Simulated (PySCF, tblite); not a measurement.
# C₇H₉NSSi: geometry, infrared bands and NMR shifts

Aim: predict the infrared bands and NMR shifts of C₇H₉NSSi (`[SiH3]Cc1csc2cc[nH]c12`).

The runs use tblite 0.8.0 and PySCF 2.14.0, with density-fitted response routines of our own; the level of theory stands in each step. All values are computed, except where a source is named. Atoms count from 0, in the outputs and in this text.

## 1. Starting geometry

19 atoms, charge 0, multiplicity 1; geometry from: force field or distance geometry start.

Bonds of the start (Å): Si0–C1 1.86, C1–C2 1.51, C2–C3 1.37, C3–S4 1.73, S4–C5 1.74, C5–C6 1.43, C6–C7 1.37, C7–N8 1.37, N8–C9 1.38, C9–C2 1.41, C9–C5 1.36, Si0–H10 1.50, Si0–H11 1.48, Si0–H12 1.50, C1–H13 1.09, C1–H14 1.11, C3–H15 1.10, C6–H16 1.08, C7–H17 1.08, N8–H18 1.01.

## 2. Geometry optimisation with GFN2-xTB

What the job is given:

```
{"job": {"kind": "relax", "xc": "GFN2-xTB", "basis": "xTB"}, "charge": 0, "multiplicity": 1}
Si    -2.750100     0.067700    -0.710500
C     -1.433700     1.193500    -0.024900
C     -0.321300     0.496900     0.730200
C     -0.234700     0.302600     2.081600
S      1.187800    -0.536200     2.594400
C      1.707900    -0.617500     0.937100
C      2.810200    -1.109900     0.175000
C      2.527900    -0.796200    -1.127900
N      1.324000    -0.151800    -1.194000
C      0.818500    -0.037500     0.086900
H     -3.802300     0.889700    -1.383600
H     -2.183900    -0.847800    -1.727700
H     -3.418200    -0.720900     0.373900
H     -0.996700     1.777600    -0.838100
H     -1.910900     1.923000     0.656500
H     -0.946500     0.594400     2.862500
H      3.686900    -1.624200     0.551200
H      3.081200    -0.998900    -2.037800
H      0.844100     0.205000    -2.012100
```

Run with:

```console
$ OMP_NUM_THREADS=1 python probes_run.py task.json out
```

The driver reads the jobs from task.json and runs them one after another.

**Question.** This job is followed by: GFN2-xTB harmonic vibrations, gas phase; GIAO PBE0/pcSseg-1 NMR shielding, non-relativistic, gas phase. What will the session give for the following? strongest single infrared mode (GFN2-xTB); zero-point energy (GFN2-xTB); 13C shifts against TMS (PBE0/pcSseg-1); 1H shifts against TMS (PBE0/pcSseg-1, means over atoms taken as alike); 29Si shifts against TMS (PBE0/pcSseg-1); 33S shifts against CS2 (PBE0/pcSseg-1); 15N shifts against NH3 (PBE0/pcSseg-1).

The runs gave:

| quantity | value |
| --- | --- |
| strongest single infrared mode (GFN2-xTB) | 792 cm⁻¹, 456 km/mol |
| zero-point energy (GFN2-xTB) | 85.0 kcal/mol |
| 13C shifts against TMS (PBE0/pcSseg-1) | 139.9, 134.8, 125.2, 124.8, 123.8, 107.5, 12.4 ppm |
| 1H shifts against TMS (PBE0/pcSseg-1, means over atoms taken as alike) | 7.66, 6.92, 6.63, 6.56, 3.93, 2.46 ppm |
| 29Si shifts against TMS (PBE0/pcSseg-1) | -71.3 ppm |
| 33S shifts against CS2 (PBE0/pcSseg-1) | 128 ppm |
| 15N shifts against NH3 (PBE0/pcSseg-1) | 149.7 ppm |

Relaxing lowered the energy by 0.157 eV in 88 steps; the close pair that moved most is Si0–C1, from 1.863 to 1.911 Å. No mode is imaginary among the 51: a minimum at this level. Unscaled tight-binding wavenumbers are off by several per cent, some by more. Its intensities can rank the bands wrongly. At PBE0/pcSseg-1: The widest tensor belongs to S4: span 254 ppm, with a paramagnetic part of -681 ppm. NICS(1)zz of -21 ppm above the planar ring from C2 marks a diatropic (aromatic) ring current. NICS(1)zz of -28 ppm above the planar ring from C5 marks a diatropic (aromatic) ring current.
